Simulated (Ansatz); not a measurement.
# C2H3AlB: the cost of one run

Method: RKS BLYP-D4/def2-SVP, in Ansatz 0.2.0.

## (1) Starting point

Bond lengths: B1–C2 1.367 Å, C2–C3 1.362 Å, C3–Al4 1.936 Å, C3–H5 1.116 Å, Al4–H6 1.627 Å, Al4–H7 1.639 Å. Angles: B1–C2–C3 154.1°, C2–C3–Al4 129.3°, C2–C3–H5 119.4°, Al4–C3–H5 110.6°, C3–Al4–H6 133.3°, C3–Al4–H7 125.7°, H6–Al4–H7 100.4°.

Coordinates:

```xyz
7

B     1.9564   -1.2973    1.8313
C     0.7931   -1.0680    1.1508
C     0.0613   -0.7574    0.0449
Al   -0.5902    0.9657   -0.5515
H    -0.0854   -1.5283   -0.7480
H    -0.5167    2.4659    0.0752
H    -1.6185    1.2193   -1.8026
```

## (2) Relaxing end A

File input.yaml:

```yaml
crystal:
  periodic: [false, false, false]
  atoms:
    - { symbol: B, position_ang: [1.9564, -1.29732, 1.83126] }
    - { symbol: C, position_ang: [0.79306, -1.068, 1.15081] }
    - { symbol: C, position_ang: [0.0613, -0.75739, 0.04491] }
    - { symbol: Al, position_ang: [-0.59024, 0.96574, -0.55153] }
    - { symbol: H, position_ang: [-0.08536, -1.52825, -0.74804] }
    - { symbol: H, position_ang: [-0.51665, 2.46591, 0.07522] }
    - { symbol: H, position_ang: [-1.6185, 1.21932, -1.80264] }
total_charge: -1
basis:
  gaussian: { orbitals: def2-SVP }
hamiltonian:
  xc: blyp
  dispersion: d4
relax:
  f_tol: 0.015
  max_steps: 40
```

Run with:

```console
$ ansatz run input.yaml --threads 1 --pin off --max-ram 2048MiB --backend cpu --events-out ev --progress --plain --runs-dir out
```

Q: Estimate wall time and peak memory on 1 thread of AMD EPYC 9R45 (Zen 5), shared host.

About 14 s, with a peak of 0.18 GiB.
